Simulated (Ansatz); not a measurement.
# FH6NOSi2: one species, many methods

The task here is to estimate one member of a computed series from the others.

Program: Ansatz 0.2.0, Gaussian basis. Level of theory: functionals in def2-TZVPP, the program's frozen cores in correlated methods. These are calculated values, not measurements.

The runs, in order: PBE-D4, r2SCAN-D4, PBE0-D4, B3LYP-D4, ωB97X-V, ωB97M-V, B2PLYP; CCSD(T)/def2-TZVPP; MP2/def2-QZVPP; extrapolation to the limit.

**The geometry**

An earlier PBE0-D4 in a triple-zeta def2 set relaxation fixed the geometry.

SMILES `N[SiH2][SiH](O)F`, 11 atoms, charge 0, spin multiplicity 1.

Atoms are counted from 1 here; the program's logs count them from 0.

Bond lengths: N1–Si2 1.742 Å, N1–H6 1.010 Å, N1–H7 1.009 Å, Si2–Si3 2.354 Å, Si2–H8 1.494 Å, Si2–H9 1.487 Å, Si3–O4 1.639 Å, Si3–F5 1.603 Å, Si3–H10 1.481 Å, O4–H11 0.964 Å. Angles: Si2–N1–H6 117.9°, Si2–N1–H7 117.8°, H6–N1–H7 109.4°, N1–Si2–Si3 102.4°, N1–Si2–H8 115.2°, N1–Si2–H9 106.3°, Si3–Si2–H8 113.3°, Si3–Si2–H9 111.7°, H8–Si2–H9 107.7°, Si2–Si3–O4 104.4°, Si2–Si3–F5 109.5°, Si2–Si3–H10 119.2°, O4–Si3–F5 110.9°, O4–Si3–H10 107.2°, F5–Si3–H10 105.6°, Si3–O4–H11 113.6°.

Set-up of the first run:

in.yaml reads:

```yaml
crystal:
  periodic: [false, false, false]
  atoms:
    - {symbol: N, position_ang: [-1.466603, -0.388362, -0.721288]}
    - {symbol: Si, position_ang: [0.199147, -0.048570, -1.100124]}
    - {symbol: Si, position_ang: [1.152904, 0.253402, 1.031029]}
    - {symbol: O, position_ang: [-0.112401, 0.126914, 2.065428]}
    - {symbol: F, position_ang: [1.817987, 1.708891, 1.118075]}
    - {symbol: H, position_ang: [-1.684572, -1.282517, -0.305573]}
    - {symbol: H, position_ang: [-2.162279, -0.163066, -1.416982]}
    - {symbol: H, position_ang: [0.892466, -1.091806, -1.914959]}
    - {symbol: H, position_ang: [0.199331, 1.213684, -1.885725]}
    - {symbol: H, position_ang: [2.195422, -0.690641, 1.495644]}
    - {symbol: H, position_ang: [-0.965902, 0.305072, 1.655276]}
basis:
  gaussian: {orbitals: def2-TZVPP}
hamiltonian: {xc: pbe, dispersion: d4}
output: {forces: true, orbitals: {seedname: orbitals}}
```

The run is started by

```sh
$ ansatz run in.yaml --threads 4 --pin off --events-out ev --progress --plain --max-ram 10444MiB
```

Among the steps run: PBE-D4 (GGA); r2SCAN-D4 (meta-GGA); PBE0-D4 (hybrid); B3LYP-D4 (hybrid); ωB97X-V (range-separated); ωB97M-V (range-separated); B2PLYP (double hybrid); CCSD(T) in def2-TZVPP; MP2 in def2-QZVPP.

One table of the session follows, with a row left open; its other results are not shown here.

```
            method  atomisation energy (kJ/mol)
            PBE-D4                       3895.9
         r2SCAN-D4                       3862.2
           PBE0-D4                       3823.2
          B3LYP-D4                       3866.2
           ωB97X-V                            ?
           ωB97M-V                       3882.9
            B2PLYP                       3825.1
     HF/def2-TZVPP                       2765.8
    MP2/def2-TZVPP                       3823.8
   CCSD/def2-TZVPP                       3710.7
CCSD(T)/def2-TZVPP                       3763.3
           MP2/CBS                       3951.7
       CCSD(T)/CBS                       3891.2
```

Estimate the missing values for ωB97X-V.

The run gave: atomisation energy (kJ/mol): 3897.1. In the column «atomisation energy (kJ/mol)» it lies between PBE-D4 (3895.9) and MP2/CBS (3951.7).

Caveats from the session: Free atoms (1 N, 2 Si, 1 O, 1 F, 6 H) were run apart at each level; the atomisation energy is their sum less the molecule, without zero-point or spin-orbit terms.
